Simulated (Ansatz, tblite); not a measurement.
# (MgSe)5 ring (Mg5Se5): a ladder of methods and basis sets

Aim: run the singlet of (MgSe)5 ring (Mg5Se5) at one geometry on many levels, and compare frontier levels, spin and run time.

Method: as each input shows; program: Ansatz 0.2.0, Gaussian basis.

Plan: GFN1-xTB, GFN2-xTB, PBE-D4/def2-TZVP, r2SCAN-D4/def2-TZVP, HF/def2-TZVP, r2SCANh-D4/def2-TZVP, PBE-D4/def2-SVP, PBE0-D4/def2-SVP, HF/STO-3G, HF/6-31G, B3LYP-D4/6-31G, MP2/def2-SVP.

4 further runs of the same task are left out: 2 that didn't finish, 2 set aside as unsound or not needed. Runs told in other sessions of the task aren't counted.

## 1. The geometry

The geometry is that of the singlet, from an earlier relaxation (PBE-D4/def2-SVP).

10 atoms, charge 0, spin multiplicity 1.

Bond lengths: Mg1–Se2 2.421 Å, Mg1–Se10 2.421 Å, Se2–Mg3 2.421 Å, Mg3–Se4 2.421 Å, Se4–Mg5 2.421 Å, Mg5–Se6 2.421 Å, Se6–Mg7 2.421 Å, Mg7–Se8 2.421 Å, Se8–Mg9 2.421 Å, Mg9–Se10 2.421 Å. Angles: Se2–Mg1–Se10 173.4°, Mg1–Se2–Mg3 101.3°, Se2–Mg3–Se4 173.4°, Mg3–Se4–Mg5 101.2°, Se4–Mg5–Se6 173.3°, Mg5–Se6–Mg7 101.4°, Se6–Mg7–Se8 173.3°, Mg7–Se8–Mg9 101.3°, Se8–Mg9–Se10 173.4°, Mg1–Se10–Mg9 101.2°.

Geometry (Å):

```xyz
10
charge 0, multiplicity 1
Mg    1.4367    1.4861   -2.4206
Se    1.6437    3.5679   -1.2023
Mg    0.5061    3.0229    0.8640
Se   -0.5805    2.7421    3.0089
Mg   -1.1675    0.3947    2.9363
Se   -1.8679   -1.9154    3.1188
Mg   -1.1626   -2.7978    0.9775
Se   -0.5506   -3.9301   -1.0729
Mg    0.3876   -2.1057   -2.3580
Se    1.3549   -0.4647   -3.8519
```

PBE0-D4/def2-TZVP was run before; its log isn't repeated, and its numbers join the tables.

## 2. GFN1-xTB

Tight binding, by tblite at 300 K electronic temperature and without a spin-polarisation term:

```python
tblite.interface.Calculator('GFN1-xTB', numbers, positions, charge=0, uhf=0).singlepoint()
```

Energy -559.4960 eV, HOMO -9.62 eV, LUMO -7.13 eV; 0.012 s.

## 3. GFN2-xTB

Tight binding, by tblite at 300 K electronic temperature and without a spin-polarisation term:

```python
tblite.interface.Calculator('GFN2-xTB', numbers, positions, charge=0, uhf=0).singlepoint()
```

Energy -515.5651 eV, HOMO -10.64 eV, LUMO -8.96 eV; 0.035 s.

## 4. PBE-D4/def2-TZVP

start.molden holds the orbitals of an earlier run on this state, given as this run's starting guess.

The input, in.yaml:

```yaml
crystal:
  periodic: [false, false, false]
  atoms:
    - {symbol: Mg, position_ang: [1.436700, 1.486060, -2.420578]}
    - {symbol: Se, position_ang: [1.643671, 3.567870, -1.202283]}
    - {symbol: Mg, position_ang: [0.506135, 3.022931, 0.863996]}
    - {symbol: Se, position_ang: [-0.580465, 2.742138, 3.008943]}
    - {symbol: Mg, position_ang: [-1.167502, 0.394730, 2.936313]}
    - {symbol: Se, position_ang: [-1.867868, -1.915388, 3.118794]}
    - {symbol: Mg, position_ang: [-1.162621, -2.797844, 0.977537]}
    - {symbol: Se, position_ang: [-0.550589, -3.930090, -1.072894]}
    - {symbol: Mg, position_ang: [0.387632, -2.105679, -2.357960]}
    - {symbol: Se, position_ang: [1.354906, -0.464718, -3.851859]}
basis:
  gaussian: {orbitals: def2-TZVP, initial_orbitals: start.molden}
hamiltonian: {xc: pbe, dispersion: d4}
scf: {omitted_lower_state_checks: [starts]}
output: {orbitals: {seedname: orbitals}}
```

On the command line:

```
$ ansatz run in.yaml --threads 4 --pin off --events-out ev --progress --plain --max-ram 6963MiB
```

The runs that follow: r2SCAN-D4/def2-TZVP; HF/def2-TZVP; r2SCANh-D4/def2-TZVP; PBE-D4/def2-SVP; PBE0-D4/def2-SVP; HF/STO-3G; HF/6-31G; B3LYP-D4/6-31G; MP2/def2-SVP.

**Question.** What will the summary of the whole plan be? Wanted: gap in def2-TZVP, named functionals and Hartree-Fock, smallest and largest; correlation energy, MP2/def2-SVP; binding an atom, functionals in def2-TZVP; PBE0 total energy, smallest basis above largest.

**Answer**, as computed:

| quantity | value |
| --- | --- |
| gap in def2-TZVP, named functionals and Hartree-Fock, smallest and largest | 2.41 eV (PBE-D4), 8.30 eV (HF) |
| correlation energy, MP2/def2-SVP | -36.07 eV |
| binding an atom, functionals in def2-TZVP | 2.55 (PBE0-D4) to 2.67 eV (r2SCAN-D4) |
| PBE0 total energy, smallest basis above largest | 49.49 eV (def2-SVP, def2-TZVP) |

Orbital gaps of the named functionals and Hartree-Fock in def2-TZVP span 2.41 eV (PBE-D4) to 8.30 eV (HF); exact exchange widens it.
